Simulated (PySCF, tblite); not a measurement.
# C4H4ClN3: geometry, infrared bands and NMR shifts

What infrared bands and NMR shifts should C4H4ClN3 (`C=Cn1nncc1Cl`) show?

The runs use tblite 0.8.0 and PySCF 2.14.0, with density-fitted response routines of our own; the level of theory stands in each step. All values are computed, except where a source is named. Atoms are numbered from 0 throughout.

### Step 1. The starting structure

12 atoms, charge 0, multiplicity 1; geometry from: force field or distance geometry start.

Bonds of the start (Å): C0–C1 1.34, C1–N2 1.42, N2–N3 1.36, N3–N4 1.33, N4–C5 1.36, C5–C6 1.36, C6–Cl7 1.70, C6–N2 1.39, C0–H8 1.09, C0–H9 1.09, C1–H10 1.08, C5–H11 1.08.

### Step 2. Optimising the geometry with GFN2-xTB

What the job is given:

```
{"job": {"kind": "relax", "xc": "GFN2-xTB", "basis": "xTB"}, "charge": 0, "multiplicity": 1}
C     -2.310600    -0.340100     0.289800
C     -1.246900     0.365600    -0.107400
N      0.096100    -0.071400     0.028000
N      0.498900    -1.256100     0.549200
N      1.823500    -1.338700     0.522000
C      2.287900    -0.192500    -0.049000
C      1.235400     0.615200    -0.362900
Cl     1.207700     2.159700    -1.071900
H     -3.314500     0.061200     0.163000
H     -2.235700    -1.322700     0.748600
H     -1.385200     1.337000    -0.546700
H      3.344500    -0.017900    -0.188800
```

Started as:

```bash
$ OMP_NUM_THREADS=1 python probes_run.py task.json out
```

This one command runs all jobs of the session in turn.

**Question.** This job is followed by: GFN2-xTB harmonic vibrations, gas phase; GIAO PBE0/pcSseg-1 NMR shielding, non-relativistic, gas phase. Predict these results of the whole session: strongest single infrared mode (GFN2-xTB); zero-point energy (GFN2-xTB); 13C shifts against TMS (PBE0/pcSseg-1); 1H shifts against TMS (PBE0/pcSseg-1); 15N shifts against NH3 (PBE0/pcSseg-1); 35Cl shifts against HCl (PBE0/pcSseg-1); surface potential, 1st and 99th percentile.

The runs gave:

```
                                 quantity                           value
strongest single infrared mode (GFN2-xTB)            1276 cm⁻¹, 75 km/mol
             zero-point energy (GFN2-xTB)                   50.1 kcal/mol
   13C shifts against TMS (PBE0/pcSseg-1)  136.9, 135.3, 131.1, 112.8 ppm
    1H shifts against TMS (PBE0/pcSseg-1)      7.62, 7.31, 6.97, 5.55 ppm
   15N shifts against NH3 (PBE0/pcSseg-1)         390.7, 390.6, 276.6 ppm
  35Cl shifts against HCl (PBE0/pcSseg-1)                         141 ppm
    surface potential, 1st and 99th percentile              -1.72 V and 1.31 V
```

**Reading.** Relaxing lowered the energy by 0.186 eV in 27 steps; the close pair that moved most is N3–N4, from 1.327 to 1.274 Å. No mode is imaginary among the 30: a minimum at this level. The strongest single mode, at 1276 cm⁻¹, moves mainly H10. GFN2-xTB is a fitted tight-binding method: band positions and strengths are rough. Its intensities can rank the bands wrongly. At PBE0/pcSseg-1: The largest span, 593 ppm, is at N4, where the paramagnetic term is -448 ppm. NICS(1)zz of -28 ppm above the planar ring from N2 marks a diatropic (aromatic) ring current. At PBE0/pcSseg-1, counted by nearest atom on the grid, the HOMO lies on C5 23 %; C0 18 %, the LUMO on C0 19 %; N3 17 %.
